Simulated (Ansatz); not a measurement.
# LiY3: the cost of one run

Program: Ansatz 0.2.0. Level of theory: DFT PBE, scalar-relativistic, plane waves, PAW. These are calculated values, not measurements.

1 further run of the same task is left out (set aside as unsound or not needed). Runs told in other sessions of the task aren't counted.

## (1) The starting structure

The structure is trigonal, space group R-3 (No. 148). Conventional cell: a = 6.123 Å, b = 6.123 Å, c = 24.006 Å, α = 90.00°, β = 90.00°, γ = 120.00°. Around Li (site symmetry 3) lie 6 Y at 3.31 Å and 3 Li at 3.54 Å. Around Y (site symmetry 1) lie 2 Li at 3.31 Å and 9 Y at 3.46 to 3.54 Å.

As a file:

```xyz
8
Lattice="3.0616 1.7676 8.0020 -3.0616 1.7676 8.0020 0.0000 -3.5352 8.0020" Properties=species:S:1:pos:R:3 pbc="T T T"
Li    0.0000    0.0000    4.0031
Li    0.0000    0.0000   20.0029
Y    -1.0157    1.7679   14.6045
Y     1.0232    1.7636    9.4015
Y    -2.0389    0.0043    9.4015
Y     1.0157   -1.7679    9.4015
Y     2.0389   -0.0043   14.6045
Y    -1.0232   -1.7636   14.6045
```

It is the end of an earlier relaxation with the same method, from a database cell with other species swapped in; it needn't be the stable form of this composition. At a tolerance of 0.05 Å it has space group R-3 (No. 148); it has 32.48 Å³/atom, an uncorrected energy of +0.23 eV/atom over the elements.

## (2) Static run: bands, density of states and charges

File input.yaml:

```yaml
crystal:
  lattice:
    - [3.0616010268, 1.767616177, 8.0019991071]
    - [-3.0616010268, 1.767616177, 8.0019991071]
    - [0.0, -3.5352323539, 8.0019991071]
  atoms:
    - { symbol: Li, position: [0.1667522141, 0.1667522141, 0.1667522141] }
    - { symbol: Li, position: [0.8332477859, 0.8332477859, 0.8332477859] }
    - { symbol: "Y", position: [0.6091793413, 0.9409435873, 0.2749839062] }
    - { symbol: "Y", position: [0.7250160938, 0.3908206587, 0.0590564127] }
    - { symbol: "Y", position: [0.0590564127, 0.7250160938, 0.3908206587] }
    - { symbol: "Y", position: [0.3908206587, 0.0590564127, 0.7250160938] }
    - { symbol: "Y", position: [0.9409435873, 0.2749839062, 0.6091793413] }
    - { symbol: "Y", position: [0.2749839062, 0.6091793413, 0.9409435873] }
basis:
  ecutwfc: 420
kpoints:
  mp_grid: { grid: [6, 6, 6] }
  band_path:
    path:
      - [[0.0, 0.0, 0.0], [-0.5, -0.5, -0.5], [-0.5, -0.19919694, -0.80080306]]
      - [[-0.19919694, 0.19919694, -0.5], [0.0, 0.0, -0.5], [0.0, 0.0, 0.0], [0.0, 0.34959847, -0.34959847]]
      - [[-0.34959847, 0.0, -0.65040153], [-0.5, 0.0, -0.5], [0.0, 0.0, 0.0]]
    npoints: 14
hamiltonian:
  xc: pbe
scf:
  occupations: { method: gaussian, width: 0.1 }
  n_extra_bands: 20
output:
  forces: true
  stress: true
  eigenvalues: true
  populations: true
  dos: { projected: true, de: 0.02, nscf_kmesh: { grid: [8, 8, 8] } }
  bader: true
  write_density: true
  write_potential: true
  elf: true
  volumetric_format: npy
```

Launch:

```bash
$ ansatz run input.yaml --threads 1 --pin off --max-ram 2560MiB --backend cpu --events-out ev --progress --plain --runs-dir out
```

**Question.** How long does this run take on 1 thread of Intel Xeon Platinum 8259CL at 2.50GHz (Skylake/Cascade Lake), shared host, and how much memory does it need?

About 3.8 min, with a peak of 1.1 GiB.
